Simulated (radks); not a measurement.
# Polarisabilities and dispersion coefficients of Cu, Zn⁺, Ga²⁺ and others

Aim: static dipole polarisabilities and C6 coefficients, each species in its NIST ground configuration. After each ground state the linear response is solved; its values go to the run's result record, not to the log. Response by self-consistent Sternheimer equations with the Hartree and adiabatic LDA kernel, the relativistic mass of each level held fixed and spin-orbit coupling left out.

Method: scalar-relativistic Kohn-Sham, LB94 model potential, spin-unpolarised, spherical densities, finite nucleus. Code: radks (a radial shooting solver on a logarithmic mesh, Libxc functionals) version 1.

## (1) Starting point

| Property | Result |
| --- | --- |
| species | Cu ([Ar] 3d10 4s1), Zn⁺ ([Ar] 3d10 4s1), Ga²⁺ ([Ar] 3d10 4s1), Ge³⁺ ([Ar] 3d10 4s1), As⁴⁺ ([Ar] 3d10 4s1), Se⁵⁺ ([Ar] 3d10 4s1), Br⁶⁺ ([Ar] 3d10 4s1), Kr⁷⁺ ([Ar] 3d10 4s1), Rb⁸⁺ ([Ar] 3d10 4s1) |

LB94 adds a gradient term to the LDA potential that gives it a −1/r tail. It is a model potential with no energy functional, so Etot and Exc are not given.

## (2) Cu, [Ar] 3d10 4s1

The run's settings:

```text
Z 29
configuration [Ar] 3d10 4s1
relativity scalar-relativistic
functional lda,pw
model_potential LB94
spin unpolarised
nucleus finite rms 3.8823 fm
c 137.035999084
response adiabatic LDA kernel
```

## (3) Zn⁺, [Ar] 3d10 4s1

The run's settings:

```text
Z 30
configuration [Ar] 3d10 4s1
relativity scalar-relativistic
functional lda,pw
model_potential LB94
spin unpolarised
nucleus finite rms 3.9283 fm
c 137.035999084
response adiabatic LDA kernel
```

## (4) Ga²⁺, [Ar] 3d10 4s1

The run's settings:

```text
Z 31
configuration [Ar] 3d10 4s1
relativity scalar-relativistic
functional lda,pw
model_potential LB94
spin unpolarised
nucleus finite rms 3.9973 fm
c 137.035999084
response adiabatic LDA kernel
```

## (5) Ge³⁺, [Ar] 3d10 4s1

The run's settings:

```text
Z 32
configuration [Ar] 3d10 4s1
relativity scalar-relativistic
functional lda,pw
model_potential LB94
spin unpolarised
nucleus finite rms 4.0742 fm
c 137.035999084
response adiabatic LDA kernel
```

## (6) As⁴⁺, [Ar] 3d10 4s1

The run's settings:

```text
Z 33
configuration [Ar] 3d10 4s1
relativity scalar-relativistic
functional lda,pw
model_potential LB94
spin unpolarised
nucleus finite rms 4.0968 fm
c 137.035999084
response adiabatic LDA kernel
```

## (7) Se⁵⁺, [Ar] 3d10 4s1

The run's settings:

```text
Z 34
configuration [Ar] 3d10 4s1
relativity scalar-relativistic
functional lda,pw
model_potential LB94
spin unpolarised
nucleus finite rms 4.14 fm
c 137.035999084
response adiabatic LDA kernel
```

## (8) Br⁶⁺, [Ar] 3d10 4s1

The run's settings:

```text
Z 35
configuration [Ar] 3d10 4s1
relativity scalar-relativistic
functional lda,pw
model_potential LB94
spin unpolarised
nucleus finite rms 4.1629 fm
c 137.035999084
response adiabatic LDA kernel
```

## (9) Kr⁷⁺, [Ar] 3d10 4s1

The run's settings:

```text
Z 36
configuration [Ar] 3d10 4s1
relativity scalar-relativistic
functional lda,pw
model_potential LB94
spin unpolarised
nucleus finite rms 4.1884 fm
c 137.035999084
response adiabatic LDA kernel
```

## (10) Rb⁸⁺, [Ar] 3d10 4s1

The run's settings:

```text
Z 37
configuration [Ar] 3d10 4s1
relativity scalar-relativistic
functional lda,pw
model_potential LB94
spin unpolarised
nucleus finite rms 4.2036 fm
c 137.035999084
response adiabatic LDA kernel
```

**Question.** What will these runs give? Wanted: for each run, species; −ε(HOMO); α; α uncoupled; C6; C8; recommended α.

As calculated:

| species | −ε(HOMO) (eV) | α (bohr³) | α uncoupled (bohr³) | C6 (hartree bohr⁶) | C8 (hartree bohr⁸) | recommended α (bohr³) |
| --- | --- | --- | --- | --- | --- | --- |
| Cu | 9.076 | 27.05 | 41.55 | 148.4 | 5549 | 46.5 |
| Zn⁺ | 20.018 | 12.58 | 18.56 | 47.97 | 1054 | - |
| Ga²⁺ | 33.346 | 7.349 | 10.51 | 21.26 | 326.8 | - |
| Ge³⁺ | 48.829 | 4.808 | 6.725 | 11.10 | 129.8 | - |
| As⁴⁺ | 66.346 | 3.372 | 4.636 | 6.417 | 60.02 | - |
| Se⁵⁺ | 85.829 | 2.479 | 3.362 | 3.983 | 30.76 | - |
| Br⁶⁺ | 107.24 | 1.887 | 2.530 | 2.605 | 16.99 | - |
| Kr⁷⁺ | 130.54 | 1.475 | 1.959 | 1.774 | 9.943 | - |
| Rb⁸⁺ | 155.71 | 1.177 | 1.550 | 1.247 | 6.090 | - |

In words: Uncoupled leaves out the potential induced by the response; C6 and C8 are for like pairs. Cu is the most polarisable and Rb⁸⁺ the least, a factor 23.0 apart. For the pair Cu–Rb⁸⁺ the Casimir-Polder integral gives C6 = 11.35, the rule 2·Ca·Cb/(Ca·αb/αa + Cb·αa/αb) on the like-pair values 10.54. Against the recommended values (Schwerdtfeger and Nagle, 2023 table) the misses are Cu -42 %. C8 is given only where no p, d or f shell is open.
